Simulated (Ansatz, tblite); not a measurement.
**C15H14S3: rung by rung**

How do method and basis change the picture of C15H14S3 (singlet)?

The runs use Ansatz 0.2.0, Gaussian basis; as each input shows.

Levels to be run: GFN1-xTB, GFN2-xTB, PBE-D4/def2-TZVP, r2SCAN-D4/def2-TZVP, PBE+5HF/def2-SVP, PBE+10HF/def2-SVP, PBE+15HF/def2-SVP, PBE+35HF/def2-SVP, PBE+50HF/def2-SVP, PBE-D4/def2-SVP, PBE0-D4/def2-SVP.

1 further run of the same task is left out (set aside as unsound or not needed).

### Step 1. The relaxed structure

The singlet was relaxed beforehand with PBE-D4/def2-SVP.

SMILES `Cc1csc(-c2sc(-c3sccc3C)cc2C)c1`, 32 atoms, charge 0, spin multiplicity 1.

Bond lengths: C1–C2 1.503 Å, C1–H19 1.111 Å, C1–H20 1.110 Å, C1–H21 1.107 Å, C2–C3 1.386 Å, C2–C18 1.428 Å, C3–S4 1.729 Å, C3–H22 1.097 Å, S4–C5 1.759 Å, C5–C6 1.446 Å, C5–C18 1.395 Å, C6–S7 1.753 Å, C6–C16 1.404 Å, S7–C8 1.753 Å, C8–C9 1.445 Å, C8–C15 1.395 Å, C9–S10 1.757 Å, C9–C13 1.404 Å and more. Angles: C2–C1–H19 111.3°, C2–C1–H20 111.3°, C2–C1–H21 111.6°, H19–C1–H20 106.9°, H19–C1–H21 107.8°, H20–C1–H21 107.8°, C1–C2–C3 124.6°, C1–C2–C18 124.1°, C3–C2–C18 111.4°, C2–C3–S4 112.6°, C2–C3–H22 127.7°, S4–C3–H22 119.7°, C3–S4–C5 92.1°, S4–C5–C6 122.6°, S4–C5–C18 109.5°, C6–C5–C18 127.9°, C5–C6–S7 118.3°, C5–C6–C16 131.0° and more.

PBE0-D4/def2-TZVP was run before; its log isn't repeated, and its numbers join the tables.

### Step 2. GFN1-xTB

Tight binding, by tblite at 300 K electronic temperature and without a spin-polarisation term:

```python
tblite.interface.Calculator('GFN1-xTB', numbers, positions, charge=0, uhf=0).singlepoint()
```

Energy -1369.9093 eV, HOMO -10.24 eV, LUMO -8.20 eV; 0.048 s.

### Step 3. GFN2-xTB

Tight binding, by tblite at 300 K electronic temperature and without a spin-polarisation term:

```python
tblite.interface.Calculator('GFN2-xTB', numbers, positions, charge=0, uhf=0).singlepoint()
```

Energy -1332.8842 eV, HOMO -9.56 eV, LUMO -7.58 eV; 0.047 s.

### Step 4. PBE-D4/def2-TZVP

start.molden holds the orbitals of an earlier run on this state, given as this run's starting guess.

in.yaml

```yaml
crystal:
  periodic: [false, false, false]
  atoms:
    - {symbol: C, position_ang: [-5.056977, 1.610504, -1.122341]}
    - {symbol: C, position_ang: [-4.192068, 0.563083, -0.478502]}
    - {symbol: C, position_ang: [-4.672362, -0.573207, 0.154159]}
    - {symbol: S, position_ang: [-3.406328, -1.564030, 0.790798]}
    - {symbol: C, position_ang: [-2.164970, -0.460648, 0.212147]}
    - {symbol: C, position_ang: [-0.753826, -0.698698, 0.416557]}
    - {symbol: S, position_ang: [0.387381, 0.461065, -0.235157]}
    - {symbol: C, position_ang: [1.769687, -0.435648, 0.363818]}
    - {symbol: C, position_ang: [3.130739, 0.009284, 0.168069]}
    - {symbol: S, position_ang: [4.426274, -0.885128, 0.947353]}
    - {symbol: C, position_ang: [5.634024, 0.156155, 0.283751]}
    - {symbol: C, position_ang: [5.073033, 1.147310, -0.495441]}
    - {symbol: C, position_ang: [3.646550, 1.083285, -0.574375]}
    - {symbol: C, position_ang: [2.821902, 2.058968, -1.364918]}
    - {symbol: C, position_ang: [1.328064, -1.576794, 1.033027]}
    - {symbol: C, position_ang: [-0.081805, -1.742587, 1.073223]}
    - {symbol: C, position_ang: [-0.750883, -2.908928, 1.742221]}
    - {symbol: C, position_ang: [-2.765963, 0.616142, -0.440331]}
    - {symbol: H, position_ang: [-4.917293, 2.600820, -0.639254]}
    - {symbol: H, position_ang: [-4.804540, 1.736685, -2.196344]}
    - {symbol: H, position_ang: [-6.130869, 1.349484, -1.054717]}
    - {symbol: H, position_ang: [-5.718165, -0.879656, 0.281371]}
    - {symbol: H, position_ang: [6.692680, -0.021757, 0.507700]}
    - {symbol: H, position_ang: [5.666123, 1.916060, -1.010897]}
    - {symbol: H, position_ang: [3.472523, 2.767702, -1.912721]}
    - {symbol: H, position_ang: [2.147886, 2.655837, -0.713750]}
    - {symbol: H, position_ang: [2.174629, 1.548080, -2.109048]}
    - {symbol: H, position_ang: [2.023253, -2.296081, 1.489807]}
    - {symbol: H, position_ang: [0.000097, -3.586472, 2.191549]}
    - {symbol: H, position_ang: [-1.358428, -3.502701, 1.026679]}
    - {symbol: H, position_ang: [-1.440344, -2.582578, 2.549473]}
    - {symbol: H, position_ang: [-2.179982, 1.434439, -0.883907]}
basis:
  gaussian: {orbitals: def2-TZVP, fitting: {mean_field: def2-universal-jkfit}, initial_orbitals: start.molden}
hamiltonian: {xc: pbe, dispersion: d4}
scf: {omitted_lower_state_checks: [starts]}
output: {orbitals: {seedname: orbitals}}
```

Started as:

```console
$ ansatz run in.yaml --threads 2 --pin off --events-out ev --progress --plain --max-ram 32768MiB --backend cuda --devices 0, --max-vram 18GiB
```

Further steps of the session: r2SCAN-D4/def2-TZVP; PBE+5HF/def2-SVP; PBE+10HF/def2-SVP; PBE+15HF/def2-SVP; PBE+35HF/def2-SVP; PBE+50HF/def2-SVP; PBE-D4/def2-SVP; PBE0-D4/def2-SVP.

**Question.** What will the summary of the whole plan be? Wanted: gap in def2-TZVP, named functionals, smallest and largest; gap over the share of exact exchange; binding an atom, functionals in def2-TZVP; PBE0 total energy, smallest basis above largest.

The runs gave:

```
                                                 quantity                                 value
gap in def2-TZVP, named functionals, smallest and largest   2.18 eV (PBE-D4), 3.59 eV (PBE0-D4)
                     gap over the share of exact exchange          2.23 eV at 0, 5.13 eV at 0.5
                binding an atom, functionals in def2-TZVP  4.85 (r2SCAN-D4) to 5.01 eV (PBE-D4)
          PBE0 total energy, smallest basis above largest        27.75 eV (def2-SVP, def2-TZVP)
```

What this shows: Orbital gaps of the named functionals in def2-TZVP span 2.18 eV (PBE-D4) to 3.59 eV (PBE0-D4); exact exchange widens it. Raising the share of exact exchange from 0 to 0.5 moves the HOMO by -1.71 eV and the LUMO by +1.19 eV.
